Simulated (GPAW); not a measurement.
SnSe2 in GPAW: the effect of potentials

Crystal: SnSe2.

```
Sn Se
1.0
     3.81100    0.00000    0.00000
    -1.90550    3.30042    0.00000
     0.00000    0.00000    6.13600
Sn Se
1 2
Direct
  0.00000 0.00000 0.00000
  0.66667 0.33333 0.75100
  0.33333 0.66667 0.24900
```

Alike in all runs:

| Property | Result |
| --- | --- |
| Program | GPAW 26.7.0 |
| Task | single point |
| Functional | PBE |
| Cutoff | 600 eV |
| Basis | pw |
| k mesh | 8 × 8 × 5 |
| Occupations | fermi-dirac, width 0.05 eV |
| Spin | no spin polarisation |

Task: One run gave: pressure 6.6 GPa; largest force 0.77 eV/Å. Which potentials did it use?
A. GPAW stock
B. PAW data sets made by gpaw-setup for the functional
C. JTH PAW 2.0

Result: C.

| potentials | pressure (GPa) | largest force (eV/Å) |
| --- | --- | --- |
| GPAW stock | 5.3 | 0.76 |
| PAW data sets made by gpaw-setup for the functional | 5.3 | 0.76 |
| JTH PAW 2.0 | 6.6 | 0.77 |

Caveats: this functional lacks dispersion, which binds the layers, so the pressure and a relaxed spacing across them are unreliable; the program truncates these outside data sets (some runs).
